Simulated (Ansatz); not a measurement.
Predict the output of the script below (Ansatz 0.2.0 through its Python package).

Script `field_ch6osi2.py`:
```python
"""Dipole of CH6OSi2 in the field of point charges."""

import ansatz as az
import numpy as np


def main() -> None:
    geometry_ang = [
        ("Si", (-0.0519, 1.4091, 0.2749)),
        ("C", (-0.0809, -0.3458, 0.705)),
        ("O", (1.0619, -1.1086, 0.4329)),
        ("Si", (0.0836, -1.4515, -0.7542)),
        ("H", (-1.4396, 1.8016, -0.2841)),
        ("H", (0.1438, 2.3072, 1.4622)),
        ("H", (0.9296, 1.8025, -0.7711)),
        ("H", (-0.688, -0.6325, 1.5057)),
        ("H", (0.5642, -0.9692, -2.0004)),
        ("H", (-0.4398, -2.8641, -0.568)),
    ]
    ch6osi2 = az.Crystal.molecule()
    for symbol, xyz in geometry_ang:
        ch6osi2 = ch6osi2.atom(symbol, xyz)

    job = (
        ch6osi2.calculation()
        .basis(gaussian="def2-SVPD")  # atom-centred Gaussian functions
        .functional("B3LYP")
        .forces()  # minus the gradient of the free energy
    )
    # charges +q and -q at -R and +R make a nearly even field 2 k q / R^2 at the centre
    centre = np.mean([site.position_ang for site in ch6osi2.cartesian_sites], axis=0)
    field = 2 * 14.399645 * 3.0 / 40.0 ** 2


    def dipole(axis, sign):
        arm = 40.0 * np.eye(3)[axis]
        pair = [{"charge": sign * 3.0, "position_ang": (centre - arm).tolist()}, {"charge": -sign * 3.0, "position_ang": (centre + arm).tolist()}]
        deck = job.input().set(az.key.basis.gaussian.point_charges, pair)
        return np.array(az.Session.from_dict(deck).plan().execute().report["charge_distribution"]["dipole_moment_e_ang"])


    print(f"field {field:.4f} V/A")
    alpha = np.array([(dipole(axis, 1) - dipole(axis, -1)) / (2 * field) * 14.399645 for axis in range(3)])
    print("polarisability tensor (A^3)")
    print(np.array2string(alpha, precision=3, suppress_small=True))
    print(f"mean {np.trace(alpha) / 3:.3f} A^3 = {np.trace(alpha) / 3 / 0.14818471:.2f} bohr^3")


if __name__ == "__main__":
    main()
```

```console
$ python field_ch6osi2.py
field 0.0540 V/A
polarisability tensor (A^3)
[[ 8.661  0.109 -0.064]
 [ 0.116 12.328  1.461]
 [-0.071  1.451 10.016]]
mean 10.335 A^3 = 69.75 bohr^3
```

What to keep in mind:
- The geometry is a force-field or estimated start, not a minimum of this method, and the basis set is short of its limit. The field of two point charges is only nearly even.
- b3lyp holds the VWN-RPA fit, as in Gaussian; the form of ORCA and Turbomole is b3lyp5.
- Hardware and time: 73 s on 1 thread of Arm Neoverse N1 (shared host), peak memory 0.37 GiB.

(Lines on the test bed's own set-up are left out of the output.)
